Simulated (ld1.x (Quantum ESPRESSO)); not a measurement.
# Si: generating and testing a TM potential, part 2 of 2

Do these settings give a usable potential? It is generated, then checked for transferability, scattering, ghosts and hardness.

ld1.x (Quantum ESPRESSO) 7.5; LDA (PW92), scalar-relativistic. The steps go on from the part before.

## Step 3: Testing the new file in other configurations

The input, Si.test.in:

```
 &input
   title='Si', zed=14., rel=1, dft='PW', iswitch=2,
   config='[Ne] 3s2 3p2 3d-2'
 /
 &test
   file_pseudo='Si.UPF', nconf=10,
   configts(1)='2s2 2p6 3s2 3p2',
   configts(2)='2s2 2p6 3s2 3p1',
   configts(3)='2s2 2p6 3s2 3p0',
   configts(4)='2s2 2p6 3s1 3p0',
   configts(5)='2s2 2p6 3s0 3p0',
   configts(6)='2s2 2p6 3s1 3p2',
   configts(7)='2s2 2p6 3s0 3p4',
   configts(8)='2s2 2p6 3s2 3p2.3',
   configts(9)='2s2 2p6 3s2 3p2', lsdts(9)=1,
   configts(10)='2s2 2p6 3s2 3p1', lsdts(10)=1
 /
```

The run is started by

```console
$ ld1.x < Si.test.in > Si.test.out
```

Si.test.out, the pseudopotential blocks:

```text
     ---------------------- Testing the pseudopotential ----------------------

     Si
     scalar relativistic calculation

     atomic number is 14.00   valence charge is 12.00
     dft =PW   lsd =0 sic =0 latt =0  beta=0.20 tr2=1.0E-14
     mesh =1141 r(mesh) = 100.57892 xmin = -7.00 dx = 0.01250

     n l     nl             e AE (Ry)        e PS (Ry)    De AE-PS (Ry)
     1 0     2S   1( 2.00)      -10.19746      -10.19747        0.00001
     2 1     2P   1( 6.00)       -7.02714       -7.02748        0.00034
     2 0     3S   1( 2.00)       -0.79960       -0.81468        0.01509  !
     3 1     3P   1( 2.00)       -0.30596       -0.30527       -0.00069

     eps = 6.7E-15  iter = 17

     Etot =    -577.642935 Ry,    -288.821468 Ha,   -7859.232511 eV
     Etotps =  -206.871864 Ry,    -103.435932 Ha,   -2814.635103 eV

     Ekin =     159.756976 Ry,      79.878488 Ha,    2173.604387 eV
     Encl =    -469.362446 Ry,    -234.681223 Ha,   -6386.001405 eV
     Ehrt =     146.275147 Ry,      73.137574 Ha,    1990.174763 eV
     Ecxc =     -25.784386 Ry,     -12.892193 Ha,    -350.814448 eV
     (Ecc =      -2.103268 Ry,      -1.051634 Ha,     -28.616423 eV)
     Epseu=     -17.757155 Ry,      -8.878577 Ha,    -241.598400 eV

     ---------------------- End of pseudopotential test ----------------------

     ---------------------- Testing the pseudopotential ----------------------

     Si
     scalar relativistic calculation

     atomic number is 14.00   valence charge is 12.00
     dft =PW   lsd =0 sic =0 latt =0  beta=0.20 tr2=1.0E-14
     mesh =1141 r(mesh) = 100.57892 xmin = -7.00 dx = 0.01250

     n l     nl             e AE (Ry)        e PS (Ry)    De AE-PS (Ry)
     1 0     2S   1( 2.00)      -10.89605      -10.90639        0.01034  !
     2 1     2P   1( 6.00)       -7.72694       -7.73699        0.01004  !
     2 0     3S   1( 2.00)       -1.40401       -1.43959        0.03558  !
     3 1     3P   1( 1.00)       -0.86336       -0.88399        0.02063  !

     eps = 3.3E-15  iter = 17

     Etot =    -577.067978 Ry,    -288.533989 Ha,   -7851.409816 eV
     Etotps =  -206.287420 Ry,    -103.143710 Ha,   -2806.683334 eV
     dEtot_ae =       0.574957 Ry
     dEtot_ps =       0.584444 Ry,   Delta E=      -0.009487 Ry

     Ekin =     158.794105 Ry,      79.397052 Ha,    2160.503856 eV
     Encl =    -460.839479 Ry,    -230.419740 Ha,   -6270.040534 eV
     Ehrt =     138.403728 Ry,      69.201864 Ha,    1883.078652 eV
     Ecxc =     -25.187154 Ry,     -12.593577 Ha,    -342.688684 eV
     (Ecc =      -2.103268 Ry,      -1.051634 Ha,     -28.616423 eV)
     Epseu=     -17.458620 Ry,      -8.729310 Ha,    -237.536624 eV

     ---------------------- End of pseudopotential test ----------------------

     ---------------------- Testing the pseudopotential ----------------------

     Si
     scalar relativistic calculation

     atomic number is 14.00   valence charge is 12.00
     dft =PW   lsd =0 sic =0 latt =0  beta=0.20 tr2=1.0E-14
     mesh =1141 r(mesh) = 100.57892 xmin = -7.00 dx = 0.01250

     n l     nl             e AE (Ry)        e PS (Ry)    De AE-PS (Ry)
     1 0     2S   1( 2.00)      -11.76531      -11.77982        0.01451  !
     2 1     2P   1( 6.00)       -8.59868       -8.61169        0.01301  !
     2 0     3S   1( 2.00)       -2.10638       -2.17110        0.06472  !
     3 1     3P   1( 0.00)       -1.51792       -1.56863        0.05071  !

     eps = 1.5E-16  iter = 12

     Etot =    -575.884092 Ry,    -287.942046 Ha,   -7835.302234 eV
     Etotps =  -205.068871 Ry,    -102.534435 Ha,   -2790.104123 eV
     dEtot_ae =       1.758843 Ry
     dEtot_ps =       1.802994 Ry,   Delta E=      -0.044151 Ry

     Ekin =     157.089268 Ry,      78.544634 Ha,    2137.308369 eV
     Encl =    -450.217805 Ry,    -225.108902 Ha,   -6125.525293 eV
     Ehrt =     129.509944 Ry,      64.754972 Ha,    1762.072555 eV
     Ecxc =     -24.453884 Ry,     -12.226942 Ha,    -332.712038 eV
     (Ecc =      -2.103268 Ry,      -1.051634 Ha,     -28.616423 eV)
     Epseu=     -16.996394 Ry,      -8.498197 Ha,    -231.247716 eV

     ---------------------- End of pseudopotential test ----------------------

     ---------------------- Testing the pseudopotential ----------------------

     Si
     scalar relativistic calculation

     atomic number is 14.00   valence charge is 12.00
     dft =PW   lsd =0 sic =0 latt =0  beta=0.20 tr2=1.0E-14
     mesh =1141 r(mesh) = 100.57892 xmin = -7.00 dx = 0.01250

     n l     nl             e AE (Ry)        e PS (Ry)    De AE-PS (Ry)
     1 0     2S   1( 2.00)      -12.87333      -12.90306        0.02973  !
     2 1     2P   1( 6.00)       -9.70859       -9.73753        0.02895  !
     2 0     3S   1( 1.00)       -2.91712       -3.03674        0.11962  !
     3 1     3P   1( 0.00)       -2.28054       -2.38201        0.10147  !

     eps = 7.6E-15  iter = 10

     Etot =    -573.374950 Ry,    -286.687475 Ha,   -7801.163613 eV
     Etotps =  -202.470410 Ry,    -101.235205 Ha,   -2754.750269 eV
     dEtot_ae =       4.267985 Ry
     dEtot_ps =       4.401454 Ry,   Delta E=      -0.133469 Ry

     Ekin =     156.147910 Ry,      78.073955 Ha,    2124.500545 eV
     Encl =    -436.315373 Ry,    -218.157687 Ha,   -5936.373077 eV
     Ehrt =     119.087576 Ry,      59.543788 Ha,    1620.269015 eV
     Ecxc =     -23.547482 Ry,     -11.773741 Ha,    -320.379814 eV
     (Ecc =      -2.103268 Ry,      -1.051634 Ha,     -28.616423 eV)
     Epseu=     -17.843041 Ry,      -8.921520 Ha,    -242.766938 eV

     ---------------------- End of pseudopotential test ----------------------

     ---------------------- Testing the pseudopotential ----------------------

     Si
     scalar relativistic calculation

     atomic number is 14.00   valence charge is 12.00
     dft =PW   lsd =0 sic =0 latt =0  beta=0.20 tr2=1.0E-14
     mesh =1141 r(mesh) = 100.57892 xmin = -7.00 dx = 0.01250

     n l     nl             e AE (Ry)        e PS (Ry)    De AE-PS (Ry)
     1 0     2S   1( 2.00)      -14.08352      -14.13436        0.05084  !
     2 1     2P   1( 6.00)      -10.92069      -10.97247        0.05177  !
     2 0     3S   1( 0.00)       -3.64904       -3.96142        0.31238  !
     3 1     3P   1( 0.00)       -2.96149       -3.26067        0.29918  !

     eps = 1.7E-16  iter =  9

     Etot =    -570.060638 Ry,    -285.030319 Ha,   -7756.070105 eV
     Etotps =  -198.975674 Ry,     -99.487837 Ha,   -2707.201956 eV
     dEtot_ae =       7.582297 Ry
     dEtot_ps =       7.896191 Ry,   Delta E=      -0.313894 Ry

     Ekin =     154.896507 Ry,      77.448254 Ha,    2107.474345 eV
     Encl =    -420.919756 Ry,    -210.459878 Ha,   -5726.905026 eV
     Ehrt =     108.645445 Ry,      54.322723 Ha,    1478.196586 eV
     Ecxc =     -22.609263 Ry,     -11.304632 Ha,    -307.614701 eV
     (Ecc =      -2.103268 Ry,      -1.051634 Ha,     -28.616423 eV)
     Epseu=     -18.988607 Ry,      -9.494304 Ha,    -258.353161 eV

     ---------------------- End of pseudopotential test ----------------------

     ---------------------- Testing the pseudopotential ----------------------

     Si
     scalar relativistic calculation

     atomic number is 14.00   valence charge is 12.00
     dft =PW   lsd =0 sic =0 latt =0  beta=0.20 tr2=1.0E-14
     mesh =1141 r(mesh) = 100.57892 xmin = -7.00 dx = 0.01250

     n l     nl             e AE (Ry)        e PS (Ry)    De AE-PS (Ry)
     1 0     2S   1( 2.00)      -11.01008      -11.02861        0.01854  !
     2 1     2P   1( 6.00)       -7.83966       -7.85965        0.01999  !
     2 0     3S   1( 1.00)       -1.45810       -1.49688        0.03878  !
     3 1     3P   1( 2.00)       -0.90904       -0.92925        0.02022  !

     eps = 8.2E-15  iter = 13

     Etot =    -576.523085 Ry,    -288.261542 Ha,   -7843.996170 eV
     Etotps =  -205.725712 Ry,    -102.862856 Ha,   -2799.040906 eV
     dEtot_ae =       1.119850 Ry
     dEtot_ps =       1.146152 Ry,   Delta E=      -0.026302 Ry

     Ekin =     159.975432 Ry,      79.987716 Ha,    2176.576640 eV
     Encl =    -459.261723 Ry,    -229.630861 Ha,   -6248.574061 eV
     Ehrt =     137.245056 Ry,      68.622528 Ha,    1867.314121 eV
     Ecxc =     -25.088881 Ry,     -12.544441 Ha,    -341.351619 eV
     (Ecc =      -2.103268 Ry,      -1.051634 Ha,     -28.616423 eV)
     Epseu=     -18.595597 Ry,      -9.297799 Ha,    -253.005986 eV

     ---------------------- End of pseudopotential test ----------------------

     ---------------------- Testing the pseudopotential ----------------------

     Si
     scalar relativistic calculation

     atomic number is 14.00   valence charge is 12.00
     dft =PW   lsd =0 sic =0 latt =0  beta=0.20 tr2=1.0E-14
     mesh =1141 r(mesh) = 100.57892 xmin = -7.00 dx = 0.01250

     n l     nl             e AE (Ry)        e PS (Ry)    De AE-PS (Ry)
     1 0     2S   1( 2.00)      -10.42514      -10.43750        0.01236  !
     2 1     2P   1( 6.00)       -7.25243       -7.26836        0.01593  !
     2 0     3S   1( 0.00)       -0.90458       -0.92468        0.02009  !
     3 1     3P   1( 4.00)       -0.38643       -0.38504       -0.00139

     eps = 7.6E-15  iter = 13

     Etot =    -576.630066 Ry,    -288.315033 Ha,   -7845.451719 eV
     Etotps =  -205.821512 Ry,    -102.910756 Ha,   -2800.344329 eV
     dEtot_ae =       1.012870 Ry
     dEtot_ps =       1.050352 Ry,   Delta E=      -0.037483 Ry

     Ekin =     161.987584 Ry,      80.993792 Ha,    2203.953364 eV
     Encl =    -466.269951 Ry,    -233.134975 Ha,   -6343.925862 eV
     Ehrt =     143.957056 Ry,      71.978528 Ha,    1958.635528 eV
     Ecxc =     -25.596585 Ry,     -12.798293 Ha,    -348.259281 eV
     (Ecc =      -2.103268 Ry,      -1.051634 Ha,     -28.616423 eV)
     Epseu=     -19.899617 Ry,      -9.949808 Ha,    -270.748078 eV

     ---------------------- End of pseudopotential test ----------------------

     ---------------------- Testing the pseudopotential ----------------------

     Si
     scalar relativistic calculation

     atomic number is 14.00   valence charge is 12.00
     dft =PW   lsd =0 sic =0 latt =0  beta=0.20 tr2=1.0E-14
     mesh =1141 r(mesh) = 100.57892 xmin = -7.00 dx = 0.01250

     n l     nl             e AE (Ry)        e PS (Ry)    De AE-PS (Ry)
     1 0     2S   1( 2.00)      -10.02836      -10.02451       -0.00384
     2 1     2P   1( 6.00)       -6.85787       -6.85446       -0.00342
     2 0     3S   1( 2.00)       -0.64504       -0.65529        0.01024  !
     3 1     3P   1( 2.30)       -0.16453       -0.15876       -0.00577  !

     eps = 7.3E-15  iter = 15

     Etot =    -577.713143 Ry,    -288.856571 Ha,   -7860.187736 eV
     Etotps =  -206.941084 Ry,    -103.470542 Ha,   -2815.576880 eV
     dEtot_ae =      -0.070208 Ry
     dEtot_ps =      -0.069219 Ry,   Delta E=      -0.000988 Ry

     Ekin =     159.907827 Ry,      79.953913 Ha,    2175.656820 eV
     Encl =    -471.426059 Ry,    -235.713030 Ha,   -6414.078293 eV
     Ehrt =     148.315241 Ry,      74.157621 Ha,    2017.931657 eV
     Ecxc =     -25.925712 Ry,     -12.962856 Ha,    -352.737278 eV
     (Ecc =      -2.103268 Ry,      -1.051634 Ha,     -28.616423 eV)
     Epseu=     -17.812381 Ry,      -8.906190 Ha,    -242.349785 eV

     ---------------------- End of pseudopotential test ----------------------

     ---------------------- Testing the pseudopotential ----------------------

     Si
     scalar relativistic calculation

     atomic number is 14.00   valence charge is 12.00
     dft =PW   lsd =1 sic =0 latt =0  beta=0.20 tr2=1.0E-14
     mesh =1141 r(mesh) = 100.57892 xmin = -7.00 dx = 0.01250

     n l     nl             e AE (Ry)        e PS (Ry)    De AE-PS (Ry)
     1 0     2S   1( 1.00)      -10.18678      -10.19380        0.00702  !
     2 1     2P   1( 3.00)       -7.01820       -7.02506        0.00686  !
     2 0     3S   1( 1.00)       -0.83624       -0.84104        0.00480
     3 1     3P   1( 2.00)       -0.33917       -0.32944       -0.00974  !
     1 0     2S   2( 1.00)      -10.17203      -10.17791        0.00588  !
     2 1     2P   2( 3.00)       -6.99961       -7.00654        0.00694  !
     2 0     3S   2( 1.00)       -0.72734       -0.76864        0.04130  !
     3 1     3P   2( 0.00)       -0.24192       -0.26483        0.02291  !

     eps = 5.7E-15  iter = 21

     Etot =    -577.691082 Ry,    -288.845541 Ha,   -7859.887587 eV
     Etotps =  -206.904114 Ry,    -103.452057 Ha,   -2815.073878 eV
     dEtot_ae =      -0.048147 Ry
     dEtot_ps =      -0.032249 Ry,   Delta E=      -0.015898 Ry

     Ekin =     159.804995 Ry,      79.902498 Ha,    2174.257722 eV
     Encl =    -469.508088 Ry,    -234.754044 Ha,   -6387.982963 eV
     Ehrt =     146.397401 Ry,      73.198700 Ha,    1991.838111 eV
     Ecxc =     -25.829699 Ry,     -12.914850 Ha,    -351.430959 eV
     (Ecc =      -2.103268 Ry,      -1.051634 Ha,     -28.616423 eV)
     Epseu=     -17.768723 Ry,      -8.884361 Ha,    -241.755790 eV

     ---------------------- End of pseudopotential test ----------------------

     ---------------------- Testing the pseudopotential ----------------------

     Si
     scalar relativistic calculation

     atomic number is 14.00   valence charge is 12.00
     dft =PW   lsd =1 sic =0 latt =0  beta=0.20 tr2=1.0E-14
     mesh =1141 r(mesh) = 100.57892 xmin = -7.00 dx = 0.01250

     n l     nl             e AE (Ry)        e PS (Ry)    De AE-PS (Ry)
     1 0     2S   1( 1.00)      -10.89645      -10.90859        0.01214  !
     2 1     2P   1( 3.00)       -7.72852       -7.74000        0.01148  !
     2 0     3S   1( 1.00)       -1.43354       -1.45922        0.02568  !
     3 1     3P   1( 1.00)       -0.89097       -0.90208        0.01111  !
     1 0     2S   2( 1.00)      -10.88697      -10.89842        0.01145  !
     2 1     2P   2( 3.00)       -7.71657       -7.72817        0.01160  !
     2 0     3S   2( 1.00)       -1.36395       -1.41495        0.05101  !
     3 1     3P   2( 0.00)       -0.82573       -0.86157        0.03584  !

     eps = 4.9E-15  iter = 19

     Etot =    -577.084152 Ry,    -288.542076 Ha,   -7851.629879 eV
     Etotps =  -206.297533 Ry,    -103.148767 Ha,   -2806.820931 eV
     dEtot_ae =       0.558783 Ry
     dEtot_ps =       0.574331 Ry,   Delta E=      -0.015548 Ry

     Ekin =     158.809329 Ry,      79.404664 Ha,    2160.710991 eV
     Encl =    -460.876592 Ry,    -230.438296 Ha,   -6270.545484 eV
     Ehrt =     138.432013 Ry,      69.216006 Ha,    1883.463485 eV
     Ecxc =     -25.200313 Ry,     -12.600156 Ha,    -342.867723 eV
     (Ecc =      -2.103268 Ry,      -1.051634 Ha,     -28.616423 eV)
     Epseu=     -17.461970 Ry,      -8.730985 Ha,    -237.582200 eV

     ---------------------- End of pseudopotential test ----------------------
```

Excitation and ionisation energies from 2s2 2p6 3s2 3p2, with the error of the potential. Spin-polarised rows fill open shells by Hund's rule and count from the unpolarised reference. The frozen-core shift comes from a second all-electron run, not shown, with the core orbitals held at their reference shape; it is that run's ΔE less the relaxed one.

```tsv
valence configuration	charge	ΔE all-electron (eV)	error AE − PS (meV)	frozen-core shift (meV)
2s2 2p6 3s2 3p1	+1	7.823	-129	0.0
2s2 2p6 3s2 3p0	+2	23.930	-601	0.0
2s2 2p6 3s1 3p0	+3	58.069	-1816	+0.1
2s2 2p6 3s0 3p0	+4	103.162	-4271	+0.2
2s2 2p6 3s1 3p2	+1	15.236	-358	0.0
2s2 2p6 3s0 3p4	0	13.781	-510	+0.1
2s2 2p6 3s2 3p2.3	-0.3	-0.955	-13	0.0
2s2 2p6 3s2 3p2 (spin-polarised)	0	-0.655	-216	0.0
2s2 2p6 3s2 3p1 (spin-polarised)	+1	7.603	-212	0.0
```

## Step 4: Does it scatter like the atom?

Taken from the files of the generation run. The phase is arctan(r·u′/u) with u = r·R, unwrapped, with energies in Ry. A pole is an energy at which the radial function vanishes at the test radius. The pseudo phase is shifted by a multiple of π to meet the all-electron one at the reference energy. Levels narrower than the energy grid can be missing from the poles. The last column is the largest difference on the grid between −1 and +1 Ry.

| channel | radius (bohr) | reference (Ry) | poles AE | poles PS | window around the reference with phases within 0.05 rad (Ry) | largest difference near zero (rad) |
| --- | --- | --- | --- | --- | --- | --- |
| s | 1.00 | -10.20 | -8.26 | -8.27 | below 3.4 | 0.020 |
| p | 1.00 | -7.03 | -5.41 | -5.40 | the whole range | 0.002 |
| d | 1.00 | -0.05 | none | none | the whole range | 0.000 |

Phases (rad) along the scan:

```
E (Ry)    s AE    s PS    p AE    p PS
-12.00   0.434   0.430   1.155   1.155
-11.52  -0.021  -0.025   1.128   1.128
-11.04  -0.578  -0.580   1.094   1.094
-10.56  -0.990  -0.990   1.050   1.050
-10.08  -1.230  -1.230   0.989   0.989
 -9.60  -1.373  -1.373   0.900   0.901
 -9.12  -1.466  -1.466   0.761   0.761
 -8.64  -1.531  -1.532   0.517   0.517
 -8.16  -1.580  -1.581   0.075   0.075
 -7.68  -1.618  -1.619  -0.540  -0.540
 -7.20  -1.649  -1.650  -1.012  -1.012
 -6.72  -1.675  -1.676  -1.274  -1.275
 -6.24  -1.697  -1.699  -1.425  -1.425
 -5.76  -1.718  -1.720  -1.520  -1.520
 -5.28  -1.736  -1.739  -1.586  -1.586
 -4.80  -1.753  -1.756  -1.635  -1.635
 -4.32  -1.769  -1.773  -1.674  -1.674
 -3.84  -1.785  -1.790  -1.706  -1.706
 -3.36  -1.800  -1.806  -1.734  -1.734
 -2.88  -1.816  -1.822  -1.759  -1.759
 -2.40  -1.831  -1.838  -1.782  -1.782
 -1.92  -1.847  -1.855  -1.804  -1.803
 -1.44  -1.863  -1.872  -1.825  -1.824
 -0.96  -1.879  -1.890  -1.846  -1.845
 -0.48  -1.897  -1.909  -1.867  -1.866
  0.00  -1.915  -1.929  -1.888  -1.887
  0.48  -1.935  -1.952  -1.910  -1.909
  0.96  -1.956  -1.976  -1.934  -1.932
  1.44  -1.979  -2.002  -1.959  -1.957
  1.92  -2.004  -2.031  -1.986  -1.984
  2.40  -2.031  -2.064  -2.016  -2.013
  2.88  -2.062  -2.102  -2.049  -2.046
  3.36  -2.096  -2.144  -2.086  -2.082
  3.84  -2.135  -2.193  -2.127  -2.123
  4.32  -2.179  -2.251  -2.175  -2.170
  4.80  -2.230  -2.319  -2.230  -2.224
```

## Step 5: Cutoff and ghost test in a Bessel basis

This step uses the generator's waves and projectors in a separate script. Basis: spherical Bessel functions vanishing at 20 bohr, q² up to the cutoff; potential fixed at the reference.

Even at 400 Ry an occupied level stays 14 mRy from its reference, so no cutoffs are read. The ghost test is not conclusive.

## Step 6: What came out

The summary covers parts 1 to 2.

```
                                                quantity                           value
                                                 cutoffs                  not determined
                                            bound ghosts                  not determined
                       largest miss of a reference level                    205 meV (3s)
         largest test error (AE − PS), unpolarised tests  -4271 meV, for 2s2 2p6 3s0 3p0
largest phase difference near zero energy, channels read                       0.020 rad
```

What this shows: Already in the reference configuration the 3s level is off by 205 meV; it has no partial wave or projector of its own. The worst unpolarised test, 2s2 2p6 3s0 3p0, is off by 4271 meV on 103.2 eV; by total energies transferability rates as poor. That test lies far up in energy; among those under 40 eV, nearer to bonding, the largest error is 601 meV. Freezing the core alone would shift it much less, so the error comes from the pseudisation. Even at 400 Ry an occupied level stays 14 mRy from its reference, so no cutoffs are read. Ghosts could not be judged. Near zero energy the phases of the channels with partial waves agree within 0.020 rad.
